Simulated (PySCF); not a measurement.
**[Pb(NH3)3]2+: how settings move a single point**

Aim: repeat the single point on relaxed [Pb(NH3)3]2+ with altered settings, some of them bad on purpose. The structure is generated, not taken from experiment.

The runs use PySCF 2.14.0; BP86, Pb def2-SVP with ECP60, N def2-SVP, H def2-SVP; scalar-relativistic core potentials, no spin–orbit coupling.

3 further runs of the same task are left out: 2 for a known fault of the program, 1 that didn't finish.

## Step 1: Where the work starts

13 atoms, charge 2, spin multiplicity 1.

Bond lengths: Pb1–N2 2.518 Å, Pb1–N6 2.518 Å, Pb1–N10 2.518 Å, N2–H3 1.036 Å, N2–H4 1.038 Å, N2–H5 1.037 Å, N6–H7 1.036 Å, N6–H8 1.038 Å, N6–H9 1.037 Å, N10–H11 1.036 Å, N10–H12 1.038 Å, N10–H13 1.037 Å. Angles: N2–Pb1–N6 93.7°, N2–Pb1–N10 93.7°, N6–Pb1–N10 93.7°, Pb1–N2–H3 118.2°, Pb1–N2–H4 110.5°, Pb1–N2–H5 111.1°, H3–N2–H4 105.7°, H3–N2–H5 105.6°, H4–N2–H5 104.9°, Pb1–N6–H7 118.2°, Pb1–N6–H8 110.5°, Pb1–N6–H9 111.1°, H7–N6–H8 105.7°, H7–N6–H9 105.6°, H8–N6–H9 104.9°, Pb1–N10–H11 118.2°, Pb1–N10–H12 110.5°, Pb1–N10–H13 111.1° and more.

Geometry (Å):

```xyz
13

Pb    0.0000    0.0000   -1.1669
N     2.1213    0.0480    0.1897
H     2.0456   -0.0352    1.2193
H     2.7595   -0.7147   -0.1071
H     2.6533    0.9214    0.0188
N    -1.1022    1.8131    0.1897
H    -0.9923    1.7892    1.2193
H    -0.7608    2.7472   -0.1071
H    -2.1246    1.8372    0.0188
N    -1.0191   -1.8611    0.1897
H    -1.0533   -1.7540    1.2193
H    -1.9987   -2.0325   -0.1071
H    -0.5287   -2.7586    0.0188
```

Formal oxidation states: Pb +2. An earlier session relaxed this geometry at BP86, Pb def2-SVP with ECP60, N def2-SVP, H def2-SVP (singlet, point group C3).

The sound run used a (50, 194) grid (finer on f atoms), a threshold of 1e-8 and at most 55 cycles, and ended at -362.065912 Eh.

## Step 2: Try 1

File run.py (the lines that set the calculation):

```python
mol = gto.M(atom='''
Pb     0.00000     0.00000    -1.16686
N      2.12129     0.04799     0.18965
H      2.04562    -0.03521     1.21931
H      2.75952    -0.71469    -0.10711
H      2.65333     0.92141     0.01882
N     -1.10220     1.81310     0.18965
H     -0.99232     1.78917     1.21931
H     -0.76082     2.74716    -0.10711
H     -2.12463     1.83715     0.01882
N     -1.01909    -1.86108     0.18965
H     -1.05330    -1.75396     1.21931
H     -1.99870    -2.03247    -0.10711
H     -0.52870    -2.75855     0.01882''',
    basis={'Pb': 'def2-SVP', 'N': 'def2-SVP', 'H': 'def2-SVP'},
    ecp={'Pb': 'def2-SVP'},
    charge=2, spin=0)
mf = dft.RKS(mol, xc='B88,P86')
mf.grids.atom_grid = (50, 194)
mf = mf.density_fit()  # fitting sets: Pb def2-universal-JKFIT, N def2-universal-JKFIT, H def2-universal-JKFIT
mf.conv_tol = 1e-08; mf.max_cycle = 55
mf.kernel(dm0)  # dm0: smeared density
```

Launch:

```bash
OMP_NUM_THREADS=2 python run.py
```

Standard output:

```text
init E= -362.037416673622
  HOMO = -0.604330663502504  LUMO = -0.397294174408464  gap/eV = 5.63375
cycle= 1 E= -362.065727702031  delta_E= -0.0283  |g|= 0.0244  |ddm|= 0.12
  HOMO = -0.601325978115307  LUMO = -0.398186975075849  gap/eV = 5.52769
cycle= 2 E= -362.065090539922  delta_E= 0.000637  |g|= 0.0563  |ddm|= 0.0827
  HOMO = -0.603167954522316  LUMO = -0.397676189818818  gap/eV = 5.59172
cycle= 3 E= -362.065908655188  delta_E= -0.000818  |g|= 0.00253  |ddm|= 0.0498
  HOMO = -0.602857644274316  LUMO = -0.397169775813348  gap/eV = 5.59705
cycle= 4 E= -362.065911485272  delta_E= -2.83e-06  |g|= 0.000532  |ddm|= 0.0057
  HOMO = -0.602918953059032  LUMO = -0.397220151270897  gap/eV = 5.59735
cycle= 5 E= -362.065911560454  delta_E= -7.52e-08  |g|= 4.71e-05  |ddm|= 0.000814
  HOMO = -0.602923326145287  LUMO = -0.397227140448793  gap/eV = 5.59728
cycle= 6 E= -362.065911561425  delta_E= -9.71e-10  |g|= 6.18e-06  |ddm|= 7.62e-05
  HOMO = -0.602923123773367  LUMO = -0.397227266566277  gap/eV = 5.59727
Extra cycle  E= -362.065911561422  delta_E= 3.07e-12  |g|= 6.97e-06  |ddm|= 1.84e-05
converged SCF energy = -362.065911561422
```

Wall time 3 s (2 threads of AMD EPYC 9B45 (Zen 5), shared host).

Changed: the starting guess (smeared density). It converges in 6 cycles, at the sound run's energy within 0.001 eV, with a largest force component of 0.02 eV/Å. The result survives the change.

## Step 3: Try 2

File run.py (the lines that set the calculation):

```python
mol = gto.M(atom='''
Pb     0.00000     0.00000    -1.22520
N      2.22735     0.05039     0.19914
H      2.14791    -0.03697     1.28028
H      2.89749    -0.75042    -0.11246
H      2.78600     0.96748     0.01976
N     -1.15731     1.90375     0.19914
H     -1.04194     1.87862     1.28028
H     -0.79886     2.88452    -0.11246
H     -2.23086     1.92900     0.01976
N     -1.07004    -1.95414     0.19914
H     -1.10597    -1.84166     1.28028
H     -2.09863    -2.13409    -0.11246
H     -0.55514    -2.89648     0.01976''',
    basis={'Pb': 'def2-SVP', 'N': 'def2-SVP', 'H': 'def2-SVP'},
    ecp={'Pb': 'def2-SVP'},
    charge=2, spin=0)
mf = dft.RKS(mol, xc='B88,P86')
mf.grids.atom_grid = (50, 194)
mf = mf.density_fit()  # fitting sets: Pb def2-universal-JKFIT, N def2-universal-JKFIT, H def2-universal-JKFIT
mf.conv_tol = 1e-08; mf.max_cycle = 55
mf.kernel(dm0)  # dm0: free metal ions and neutral atoms
```

Launch:

```bash
OMP_NUM_THREADS=2 python run.py
```

Standard output:

```text
init E= -361.318127823874
  HOMO = -0.741810872485516  LUMO = -0.578788265344762  gap/eV = 4.43607
cycle= 1 E= -361.841782732164  delta_E= -0.524  |g|= 0.755  |ddm|= 3.07
  HOMO = -0.493343462778828  LUMO = -0.301479452416161  gap/eV = 5.22089
cycle= 2 E= -361.86400651015  delta_E= -0.0222  |g|= 0.823  |ddm|= 2.25
  HOMO = -0.599283404841412  LUMO = -0.392433953980335  gap/eV = 5.62866
cycle= 3 E= -362.028626974378  delta_E= -0.165  |g|= 0.236  |ddm|= 1.03
  HOMO = -0.59444766836195  LUMO = -0.407507792283812  gap/eV = 5.08689
cycle= 4 E= -362.044461802796  delta_E= -0.0158  |g|= 0.0682  |ddm|= 0.328
  HOMO = -0.596843462384721  LUMO = -0.406685231816544  gap/eV = 5.17447
cycle= 5 E= -362.045581231847  delta_E= -0.00112  |g|= 0.00604  |ddm|= 0.0775
  HOMO = -0.597240773406863  LUMO = -0.407265746939779  gap/eV = 5.16948
cycle= 6 E= -362.04558846152  delta_E= -7.23e-06  |g|= 0.00144  |ddm|= 0.0112
  HOMO = -0.597265686717872  LUMO = -0.407170345965956  gap/eV = 5.17276
cycle= 7 E= -362.045589005738  delta_E= -5.44e-07  |g|= 0.00013  |ddm|= 0.00213
  HOMO = -0.597268457610779  LUMO = -0.407179304365351  gap/eV = 5.17259
cycle= 8 E= -362.045589010576  delta_E= -4.84e-09  |g|= 7.2e-05  |ddm|= 0.000294
  HOMO = -0.597270453416057  LUMO = -0.407179572107803  gap/eV = 5.17264
Extra cycle  E= -362.045589005822  delta_E= 4.75e-09  |g|= 0.000158  |ddm|= 0.000214
converged SCF energy = -362.045589005822
```

Wall time 3.6 s (2 threads of AMD EPYC 9B45 (Zen 5), shared host).

Changed: the scale of all coordinates (1.05). It converges in 8 cycles, +0.553 eV from the sound run, with a largest force component of 1.78 eV/Å. The setting is unsound, so these numbers aren't the compound's.

## Step 4: Try 3

File run.py (the lines that set the calculation):

```python
mol = gto.M(atom='''
Pb     0.00000     0.00000    -1.16686
N      2.12129     0.04799     0.18965
H      2.04562    -0.03521     1.21931
H      2.75952    -0.71469    -0.10711
H      2.65333     0.92141     0.01882
N     -1.10220     1.81310     0.18965
H     -0.99232     1.78917     1.21931
H     -0.76082     2.74716    -0.10711
H     -2.12463     1.83715     0.01882
N     -1.01909    -1.86108     0.18965
H     -1.05330    -1.75396     1.21931
H     -1.99870    -2.03247    -0.10711
H     -0.52870    -2.75855     0.01882''',
    basis={'Pb': 'def2-SVP', 'N': 'def2-SVP', 'H': 'def2-SVP'},
    ecp={'Pb': 'def2-SVP'},
    charge=2, spin=0)
mf = dft.RKS(mol, xc='B88,P86')
mf.grids.atom_grid = (30, 86)
mf = mf.density_fit()  # fitting sets: Pb def2-universal-JKFIT, N def2-universal-JKFIT, H def2-universal-JKFIT
mf.conv_tol = 1e-08; mf.max_cycle = 55
mf.kernel(dm0)  # dm0: free metal ions and neutral atoms
```

Launch:

```bash
OMP_NUM_THREADS=2 python run.py
```

Standard output:

```text
init E= -361.550933880546
  HOMO = -0.764627290265437  LUMO = -0.571830999224645  gap/eV = 5.24625
cycle= 1 E= -361.874480298649  delta_E= -0.324  |g|= 0.802  |ddm|= 3.14
  HOMO = -0.488403984499124  LUMO = -0.298972799136124  gap/eV = 5.15469
cycle= 2 E= -361.842046389664  delta_E= 0.0324  |g|= 0.985  |ddm|= 2.14
  HOMO = -0.599198078967081  LUMO = -0.379139339574769  gap/eV = 5.98810
cycle= 3 E= -362.046401913572  delta_E= -0.204  |g|= 0.254  |ddm|= 0.995
  HOMO = -0.602044283379705  LUMO = -0.397056228459457  gap/eV = 5.57801
cycle= 4 E= -362.06609835653  delta_E= -0.0197  |g|= 0.0309  |ddm|= 0.345
  HOMO = -0.60254537788644  LUMO = -0.396797527470977  gap/eV = 5.59868
cycle= 5 E= -362.066286777044  delta_E= -0.000188  |g|= 0.00454  |ddm|= 0.0462
  HOMO = -0.602870337945131  LUMO = -0.397152138494753  gap/eV = 5.59788
cycle= 6 E= -362.066291202704  delta_E= -4.43e-06  |g|= 0.000902  |ddm|= 0.00908
  HOMO = -0.60288699249681  LUMO = -0.397120650694133  gap/eV = 5.59919
cycle= 7 E= -362.066291403299  delta_E= -2.01e-07  |g|= 0.000351  |ddm|= 0.00153
  HOMO = -0.602892305072878  LUMO = -0.397123787241333  gap/eV = 5.59925
cycle= 8 E= -362.066291430591  delta_E= -2.73e-08  |g|= 0.000168  |ddm|= 0.000476
  HOMO = -0.602894598216087  LUMO = -0.397124695429453  gap/eV = 5.59928
cycle= 9 E= -362.06629143737  delta_E= -6.78e-09  |g|= 2.56e-05  |ddm|= 0.000179
  HOMO = -0.602894789383216  LUMO = -0.397128287992668  gap/eV = 5.59919
Extra cycle  E= -362.066291436947  delta_E= 4.23e-10  |g|= 4.83e-05  |ddm|= 9.12e-05
converged SCF energy = -362.066291436947
```

Run time: 2.7 s. Hardware: 2 threads of AMD EPYC 9B45 (Zen 5), shared host.

Changed: the integration grid, to (30, 86). It converges in 9 cycles, -0.010 eV from the sound run, with a largest force component of 0.03 eV/Å. The setting is unsound, so these numbers aren't the compound's.

## Step 5: Try 4

run.py (the lines that set the calculation), as its differences from that of step 4:

```diff
@@ -18,5 +18,5 @@
 mf = dft.RKS(mol, xc='B88,P86')
-mf.grids.atom_grid = (30, 86)
+mf.grids.atom_grid = (50, 194)
 mf = mf.density_fit()  # fitting sets: Pb def2-universal-JKFIT, N def2-universal-JKFIT, H def2-universal-JKFIT
-mf.conv_tol = 1e-08; mf.max_cycle = 55
-mf.kernel(dm0)  # dm0: free metal ions and neutral atoms
+mf.conv_tol = 1e-08; mf.max_cycle = 95
+mf.kernel(dm0)  # dm0: core Hamiltonian
```

Launch:

```bash
OMP_NUM_THREADS=2 python run.py
```

Standard output:

```text
init E= -335.581196933492
  HOMO = -0.00263874447163914  LUMO = 0.116036051513319  gap/eV = 3.22931
cycle= 1 E= -295.443417835863  delta_E= 40.1  |g|= 8.58  |ddm|= 40.1
cycle= 2 E= -322.819293338703  delta_E= -27.4  |g|=  7.7  |ddm|= 40.1
  HOMO = -1.49630287331988  LUMO = -0.969522949431412  gap/eV = 14.33441
cycle= 3 E= -353.522986032961  delta_E= -30.7  |g|= 5.89  |ddm|= 14.8
  HOMO = -0.88624500023929  LUMO = -0.771713285187891  gap/eV = 3.11657
cycle= 4 E= -356.934181179761  delta_E= -3.41  |g|= 3.31  |ddm|=  7.5
  HOMO = -0.785764484371587  LUMO = -0.600465178911923  gap/eV = 5.04225
cycle= 5 E= -361.812115198279  delta_E= -4.88  |g|= 0.884  |ddm|= 5.71
  HOMO = -0.629042859032346  LUMO = -0.442381929278874  gap/eV = 5.07930
cycle= 6 E= -362.016864333288  delta_E= -0.205  |g|= 0.363  |ddm|= 1.44
  HOMO = -0.605545140922667  LUMO = -0.392405704491974  gap/eV = 5.79982
cycle= 7 E= -362.045845942549  delta_E= -0.029  |g|= 0.26  |ddm|= 0.936
  HOMO = -0.600051428685633  LUMO = -0.392398955359278  gap/eV = 5.65051
cycle= 8 E= -362.062653042435  delta_E= -0.0168  |g|= 0.112  |ddm|= 0.314
  HOMO = -0.600874046370148  LUMO = -0.394188056406213  gap/eV = 5.62421
cycle= 9 E= -362.06574621818  delta_E= -0.00309  |g|= 0.0219  |ddm|= 0.102
  HOMO = -0.602356919520611  LUMO = -0.396509760322241  gap/eV = 5.60139
cycle= 10 E= -362.065903558734  delta_E= -0.000157  |g|= 0.00436  |ddm|= 0.0339
  HOMO = -0.602907293747528  LUMO = -0.397264382557316  gap/eV = 5.59583
cycle= 11 E= -362.065911326661  delta_E= -7.77e-06  |g|= 0.000858  |ddm|= 0.0105
  HOMO = -0.602925755054217  LUMO = -0.39723746912688  gap/eV = 5.59706
cycle= 12 E= -362.065911533251  delta_E= -2.07e-07  |g|= 0.000321  |ddm|= 0.000886
  HOMO = -0.602924015842826  LUMO = -0.397232427539414  gap/eV = 5.59715
cycle= 13 E= -362.065911553452  delta_E= -2.02e-08  |g|= 0.000178  |ddm|= 0.000385
  HOMO = -0.602923045432494  LUMO = -0.397227241995505  gap/eV = 5.59727
cycle= 14 E= -362.065911561428  delta_E= -7.98e-09  |g|= 5.48e-06  |ddm|= 0.000179
  HOMO = -0.602923462888805  LUMO = -0.397226957610829  gap/eV = 5.59729
Extra cycle  E= -362.065911561412  delta_E= 1.63e-11  |g|= 1.03e-05  |ddm|= 1.58e-05
converged SCF energy = -362.065911561412
```

It took 4.7 s on 2 threads of AMD EPYC 9B45 (Zen 5), shared host.

Changed: the starting guess (bare core Hamiltonian); the cycle limit is 95. It converges in 14 cycles, at the sound run's energy within 0.001 eV, with a largest force component of 0.02 eV/Å. The result survives the change.

## Step 6: Side by side

| run | changed | ending | energy change (eV) | cycles | time | usable |
| --- | --- | --- | --- | --- | --- | --- |
| 1 | the starting guess | converged | 0.000 | 6 | 3 s | yes |
| 2 | the scale of all coordinates | converged | +0.553 | 8 | 3.6 s | no |
| 3 | the integration grid | converged | -0.010 | 9 | 2.7 s | no |
| 4 | the starting guess | converged | 0.000 | 14 | 4.7 s | yes |

2 of 4 altered runs give a usable result. 2 ended normally with numbers unfit to quote.
